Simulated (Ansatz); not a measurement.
# Si5Ge: the cost of one run

Computed with Ansatz 0.2.0 (DFT PBE, scalar-relativistic, plane waves, PAW, unless a step's input says otherwise).

2 further runs of the same task are left out: 1 for a known fault of the program, 1 that didn't finish.

**1. The structure to begin with**

It takes space group P4/mmm (No. 123, tetragonal). The conventional cell has a = 5.543 Å, b = 5.543 Å, c = 3.705 Å, α = 90.00°, β = 90.00°, γ = 90.00°. Si (site symmetry m2m) is surrounded by 3 Si at 1.82 to 2.58 Å and 2 Ge at 2.60 Å. Si (site symmetry 4/mmm) is surrounded by 4 Si at 1.82 Å and 2 Ge at 1.85 Å. Ge (site symmetry 4/mmm) is surrounded by 10 Si at 1.85 to 2.60 Å.

Structure file:

```cif
data_structure
_symmetry_space_group_name_H-M 'P4/mmm'
_symmetry_Int_Tables_number 123
_cell_length_a 5.5429
_cell_length_b 5.5429
_cell_length_c 3.7053
_cell_angle_alpha 90.000
_cell_angle_beta 90.000
_cell_angle_gamma 90.000
_cell_volume 113.84
loop_
_atom_site_label
_atom_site_type_symbol
_atom_site_symmetry_multiplicity
_atom_site_Wyckoff_symbol
_atom_site_fract_x
_atom_site_fract_y
_atom_site_fract_z
_atom_site_occupancy
Si1 Si 4 k 0.76724 0.23276 0.50000 1
Si2 Si 1 b 0.00000 0.00000 0.50000 1
Ge1 Ge 1 a 0.00000 0.00000 0.00000 1
```

The cell is invented: random cell by space group and Wyckoff sites (P4/mmm, No. 123). Lengths come from tabulated atomic sizes and are only a guess.

**2. A first look at the guess**

Contents of input.yaml:

```yaml
crystal:
  lattice:
    - [5.54289715, 0.0, 0.0]
    - [0.0, 5.54289715, 0.0]
    - [0.0, 0.0, 3.70525524]
  atoms:
    - { symbol: Si, position: [0.76724368, 0.23275632, 0.5] }
    - { symbol: Si, position: [0.23275632, 0.76724368, 0.5] }
    - { symbol: Si, position: [0.76724368, 0.76724368, 0.5] }
    - { symbol: Si, position: [0.23275632, 0.23275632, 0.5] }
    - { symbol: Si, position: [0.0, 0.0, 0.5] }
    - { symbol: Ge, position: [0.0, 0.0, 0.0] }
basis:
  ecutwfc: 420
kpoints:
  mp_grid: { grid: [4, 4, 6] }
hamiltonian:
  xc: pbe
scf:
  occupations: { method: gaussian, width: 0.1 }
  lower_state_search: "off"
output:
  forces: true
  stress: true
  eigenvalues: true
```

Started as:

```
$ ansatz run input.yaml --threads 1 --pin off --max-ram 2560MiB --backend cpu --events-out ev --progress --plain --runs-dir out
```

Q: Estimate wall time and peak memory on 1 thread of Intel Xeon Platinum 8488C (Sapphire Rapids), shared host.

About 3.9 s, with a peak of 0.42 GiB.
